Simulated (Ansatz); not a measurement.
# SnSe2: a trial structure relaxed

Aim: relax a trial structure of SnSe2 and see where it ends, then test the end with a random kick.

Computed with Ansatz 0.2.0 (DFT PBE, scalar-relativistic, plane waves, PAW, unless a step's input says otherwise).

## 1. The structure to begin with

It takes space group P-3m1 (No. 164, trigonal). The conventional cell has a = 3.811 Å, b = 3.811 Å, c = 18.000 Å, α = 90.00°, β = 90.00°, γ = 120.00°. Sn (site symmetry -3m) is surrounded by 6 Se at 2.68 Å. Around Se (site symmetry 3m) lie 3 Sn at 2.68 Å.

Structure file:

```
CELL_PARAMETERS angstrom
3.81100 0.00000 0.00000
-1.90550 3.30042 0.00000
0.00000 0.00000 18.00000
ATOMIC_POSITIONS crystal
Sn 0.00000 0.00000 0.50000
Se 0.66667 0.33333 0.58524
Se 0.33333 0.66667 0.41476
```

A structure generator made this guess: species swapped into a sheet modelled on a layer of SnSe2. Lengths come from tabulated atomic sizes and are only a guess.

Only a and b are periodic; c spans vacuum, so the box's volume, pressure and space group aren't properties of the sheet.

## 2. A first look at the guess

Input file input.yaml:

```yaml
crystal:
  lattice:
    - [3.810999, 0.0, 0.0]
    - [-1.905499, 3.300422, 0.0]
    - [0.0, 0.0, 18.0]
  atoms:
    - { symbol: Sn, position: [0.0, 0.0, 0.5] }
    - { symbol: Se, position: [0.66666667, 0.33333333, 0.58523611] }
    - { symbol: Se, position: [0.33333333, 0.66666667, 0.41476389] }
  periodic: [true, true, false]
basis:
  ecutwfc: 420
kpoints:
  mp_grid: { grid: [6, 6, 1] }
hamiltonian:
  xc: pbe
scf:
  occupations: { method: gaussian, width: 0.1 }
  lower_state_search: "off"
output:
  forces: true
  stress: true
  eigenvalues: true
```

The run is started by

```
ansatz run input.yaml --threads 1 --pin off --max-ram 2048MiB --backend cpu --events-out ev --progress --plain --runs-dir out
```

Further runs follow: a loose first relaxation; relaxation on the finer mesh; kick test: the unmoved cell on a coarse mesh; kicked and relaxed without symmetry.

Q: Predict the outcome of this session. Wanted: relaxed cell; area; thickness between outermost nuclei; energy over the elements, grey Sn; gap on the mesh.

**Answer**, as computed:

| quantity | value |
| --- | --- |
| symmetry at the end (tolerance 0.02 Å) | layer group p-3m1 (No. 72) |
| relaxed cell | a = 3.869 Å, b = 3.869 Å, γ = 120.0° |
| area | 4.32 Å²/atom |
| thickness between outermost nuclei | 3.19 Å |
| energy over the elements, grey Sn | -0.34 eV/atom |
| gap on the mesh | 0.80 eV |

The layer group p-3m1 (No. 72) is kept, and the area per atom grows by 3.0 % from the first guess. A negative formation energy is needed for stability but isn't enough; other structures and compounds were not set against it here. It survived the kick, though modes of other wave vectors, which need another repeat, weren't probed.
